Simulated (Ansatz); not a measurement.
# LiSe+ (singlet): wave-function methods side by side, cc-pVDZ

How much of the correlation energy of LiSe+ (singlet) does each wave-function method recover here?

Method: cc-pVDZ, core rule «outside noble gas», up to 15 orbitals frozen; program: Ansatz 0.2.0, Gaussian basis.

The runs, in order: UHF; CCSD(T) on RHF; CCSD(T) on UHF; BCCD(T) on RHF; CISD; CCSDT(Q) on RHF; CCSDT(Q) on UHF; CISDTQ; CCSDTQ on RHF; Full CI.

13 further runs of the same task are left out: 4 for a known fault of the program, 1 for a mislabelled method, 5 that didn't finish, 3 set aside as unsound or not needed.

## (1) The system

The geometry is a PBE0/def2-TZVP stationary point (not a proven minimum). No spin-orbit coupling is included. The filled d shell of Se may be among the frozen orbitals whatever the setting's name suggests; the logs give the count.

2 atoms, charge 1, spin multiplicity 1.

Atoms are counted from 1 here; the program's logs count them from 0.

Bond lengths: Se1–Li2 2.561 Å.

## (2) UHF

File in.yaml:

```yaml
crystal:
  periodic: [false, false, false]
  atoms:
    - {symbol: Se, position_ang: [0.000000, 0.000000, 0.000000]}
    - {symbol: Li, position_ang: [0.000000, 0.000000, 2.560600]}
basis:
  gaussian: {orbitals: cc-pVDZ}
total_charge: 1
magnetization: {spin_polarized: true, initial_magnetization: 0}
hamiltonian: {xc: hf}
output: {orbitals: {seedname: orbitals}}
```

Started as:

```sh
$ ansatz run in.yaml --threads 1 --pin off --events-out ev --progress --plain --max-ram 2393MiB
```

The runs that follow: CCSD(T) on RHF; CCSD(T) on UHF; BCCD(T) on RHF; CISD; CCSDT(Q) on RHF; CCSDT(Q) on UHF; CISDTQ; CCSDTQ on RHF; Full CI.

**Question.** What will the summary of the whole plan be? Wanted: FCI below the RHF energy; RMP2 from FCI; RCCSD from FCI; RCCSD(T) from FCI; RCCSDT(Q) from FCI; T1 diagnostic; effectively unpaired electrons.

The runs gave:

| quantity | value |
| --- | --- |
| FCI below the RHF energy | -3.3366 eV |
| RMP2 from FCI | +1030.0 meV |
| RCCSD from FCI | +292.2 meV |
| RCCSD(T) from FCI | +168.7 meV |
| RCCSDT(Q) from FCI | -2.9 meV |
| levels within 1 kcal/mol (43 meV) | RCCSDT, CISDTQ, RCCSDT(Q), RCCSDTQ |
| T1 diagnostic | 0.008 |
| effectively unpaired electrons | 2.02 |

**Reading.** RCCSD(T) misses by +168.7 meV, 5.1 % of the correlation energy. RCCSDT(Q) falls below full CI, which methods that aren't variational can do. The occupations show strong static correlation (2.0 unpaired electrons where one determinant has 0). These misses are within one basis, not against nature.
